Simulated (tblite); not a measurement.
# Al16H17N17: the cost of one run

Programs: tblite 0.8.0 and PySCF 2.14.0, with routines of our own; each step states its level. All values are computed. Atoms count from 0.

### 1 The starting structure

50 atoms, charge 0, multiplicity 1; geometry from: force field, distance geometry or constructed start.

### 2 Relaxing the molecule with GFN2-xTB

What the job is given:

```
{"job": {"kind": "relax", "xc": "GFN2-xTB", "basis": "xTB"}, "charge": 0, "multiplicity": 1}
N      1.563700    -2.609800    -0.001600
Al    -0.003200    -1.705400    -0.006900
N     -1.553600    -2.610300     0.001000
Al    -1.559500    -4.403600    -0.006200
N     -0.001000    -5.309200     0.003400
Al     1.555500    -4.408500    -0.002600
N      0.000100     5.493700    -0.003300
Al    -1.555400     6.394700     0.001500
N     -3.115000     5.489900    -0.000400
Al    -3.120500     3.691200     0.001600
N     -1.560900     2.790800    -0.002100
Al    -0.002500     3.690000    -0.000000
N     -3.121100    -5.307300     0.005000
Al    -3.115500    -7.108600    -0.002700
N     -1.561000    -8.002900     0.000200
Al    -0.001900    -7.107400     0.006300
N      3.118100     5.493900     0.000900
Al     1.557700     6.388600    -0.001000
N      1.558200     2.793800     0.002500
Al     3.120500     3.692900     0.002700
N      3.115400     0.095800     0.001500
Al     1.557900     0.993500    -0.000200
N      0.003400     0.096600     0.006600
Al     3.113500    -1.712300    -0.001500
Al    -1.558300     0.994600     0.000900
N      3.111600    -5.308900     0.002500
N      1.559500    -8.005700    -0.000700
Al     3.117100    -7.107400     0.001200
N     -3.117100     0.092400    -0.002000
Al    -3.116600    -1.707600     0.003400
N      1.562400     8.192600    -0.001100
Al    -0.001900     9.093300     0.000200
N     -1.559800     8.192100    -0.001900
H     -4.016300     6.010700     0.003700
H     -4.450200     2.923800    -0.003300
H     -4.017900    -4.785800    -0.002900
H     -4.452200    -7.877900    -0.004100
H     -1.557900    -9.045500    -0.002600
H      4.019500     6.008100    -0.000100
H      4.446600     2.925400     0.001200
H      4.018300     0.609700     0.003800
H      4.457300    -2.483600     0.003700
H      4.023300    -4.787000    -0.003600
H      1.561400    -9.048500    -0.001800
H      4.447700    -7.876300     0.002400
H     -4.020300     0.613600    -0.003400
H     -4.449000    -2.477900    -0.000600
H      2.459200     8.714600     0.002300
H      0.001600    10.632400     0.000200
H     -2.457600     8.712700     0.002000
```

Command:

```sh
> OMP_NUM_THREADS=4 python large_run.py task.json out
```

The driver reads the jobs from task.json and runs them one after another.

**Question.** How long does this first job take on 4 threads of Intel Xeon 6975P-C, shared host, and how much memory does it need?

About 8.5 s, with a peak of 0.16 GiB.
